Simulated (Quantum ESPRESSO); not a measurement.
KTaO3:

```
Ta K O
1.0
     3.98830    0.00000    0.00000
     0.00000    3.98830    0.00000
     0.00000    0.00000    3.98830
Ta K O
1 1 3
Cartesian
  0.0000 0.0000 0.0000
  1.9942 1.9942 1.9942
  0.0000 0.0000 1.9942
  0.0000 1.9942 0.0000
  1.9942 0.0000 0.0000
```

Base run:

| Property | Result |
| --- | --- |
| Program | Quantum ESPRESSO 7.5 |
| Functional | PBEsol |
| Potentials or basis | GBRV 1.5 PBEsol |
| Cutoff | 762 eV |
| Density cutoff | 6095 eV |
| k mesh | 4 × 4 × 4, shifted |
| Occupations | fermi-dirac, width 0.05 eV |
| Spin | no spin polarisation |

Its results: pressure -0.1 GPa.

Task: After a change of settings the same cell gave: pressure -1.1 GPa. Which change was it?
A. k mesh from 4 × 4 × 4, shifted to 8 × 8 × 8, shifted
B. k mesh from 4 × 4 × 4, shifted to 2 × 2 × 2, shifted
C. k mesh from 4 × 4 × 4, shifted to 10 × 10 × 10, shifted
D. k mesh from 4 × 4 × 4, shifted to 6 × 6 × 6, shifted

Result: B.

Caveats: some runs use coarse meshes.
